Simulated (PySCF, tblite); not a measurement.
# C4H14BGeN: geometry, infrared bands and NMR shifts

Wanted: the infrared bands and NMR shifts of C4H14BGeN (`[BH3-][N@+]1(C)C[C@H]([GeH3])C1`), by calculation.

Computed with tblite 0.8.0 and PySCF 2.14.0, with density-fitted response routines of our own, on a single molecule in the gas phase. Atoms count from 0, in the outputs and in this text.

### Step 1. Starting geometry

21 atoms, charge 0, multiplicity 1; geometry from: force field or distance geometry start.

Bonds of the start (Å): B0–N1 1.52, N1–C2 1.44, N1–C3 1.44, C3–C4 1.50, C4–Ge5 1.93, C4–C6 1.51, C6–N1 1.44, B0–H7 1.20, B0–H8 1.18, B0–H9 1.19, C2–H10 1.10, C2–H11 1.11, C2–H12 1.12, C3–H13 1.11, C3–H14 1.10, C4–H15 1.09, Ge5–H16 1.56, Ge5–H17 1.55, Ge5–H18 1.55, C6–H19 1.09, C6–H20 1.10.

### Step 2. Optimising the geometry with GFN2-xTB

Job settings and geometry (Å):

```
{"job": {"kind": "relax", "xc": "GFN2-xTB", "basis": "xTB"}, "charge": 0, "multiplicity": 1}
B     -1.386400     1.555500     0.052200
N     -0.889900     0.123100    -0.077400
C     -1.880500    -0.882200    -0.340000
C      0.003300    -0.271200     0.985100
C      0.924500    -0.855200    -0.038900
Ge     2.734000    -0.270200     0.278300
C      0.232800     0.093500    -0.984800
H     -0.841600     2.099300     0.974000
H     -1.080400     2.123700    -0.937000
H     -2.572800     1.585200     0.180400
H     -1.666400    -1.346600    -1.314500
H     -1.892600    -1.641400     0.468300
H     -2.909100    -0.427700    -0.349300
H     -0.408800    -1.042400     1.664800
H      0.473600     0.559000     1.540600
H      0.795600    -1.926200    -0.217100
H      3.119600    -0.555500     1.760000
H      2.765000     1.261000     0.016300
H      3.763500    -0.971700    -0.650900
H     -0.005200    -0.277700    -1.980500
H      0.713100     1.084700    -1.030100
```

Command:

```bash
$ OMP_NUM_THREADS=1 python probes_run.py task.json out
```

This one command runs all jobs of the session in turn.

**Question.** This job is followed by: GFN2-xTB harmonic vibrations, gas phase; GIAO PBE0/pcSseg-1 NMR shielding, non-relativistic, gas phase. Predict these results of the whole session: strongest single infrared mode (GFN2-xTB); zero-point energy (GFN2-xTB); 13C shifts against TMS (PBE0/pcSseg-1, means over atoms taken as alike); 1H shifts against TMS (PBE0/pcSseg-1, means over atoms taken as alike); 11B shifts against BF3·OEt2 (PBE0/pcSseg-1); 15N shifts against NH3 (PBE0/pcSseg-1); 73Ge shifts against GeMe4 (PBE0/pcSseg-1).

The runs gave:

| quantity | value |
| --- | --- |
| strongest single infrared mode (GFN2-xTB) | 2063 cm⁻¹, 457 km/mol |
| zero-point energy (GFN2-xTB) | 106.6 kcal/mol |
| 13C shifts against TMS (PBE0/pcSseg-1, means over atoms taken as alike) | 64.4, 54.9, 7.6 ppm |
| 1H shifts against TMS (PBE0/pcSseg-1, means over atoms taken as alike) | 3.94, 3.80, 3.64, 2.67, 2.24, 2.02 ppm |
| 11B shifts against BF3·OEt2 (PBE0/pcSseg-1) | -13.2 ppm |
| 15N shifts against NH3 (PBE0/pcSseg-1) | 55.2 ppm |
| 73Ge shifts against GeMe4 (PBE0/pcSseg-1) | -222 ppm |

The optimisation took 160 steps and gained 1.082 eV; among the close pairs (by a distance rule), B0–N1 changed most, from 1.522 to 1.631 Å. The lowest mode is imaginary (26i cm⁻¹), so the xTB geometry is not a minimum. The strongest single mode, at 2063 cm⁻¹, moves mainly H18 and H16. Unscaled tight-binding wavenumbers are off by several per cent, some by more. Its intensities can rank the bands wrongly. At PBE0/pcSseg-1: The widest tensor belongs to Ge5: span 217 ppm, with a paramagnetic part of -1201 ppm. Spin-orbit coupling is left out, which matters for shieldings and couplings at and beside the heavy atoms.
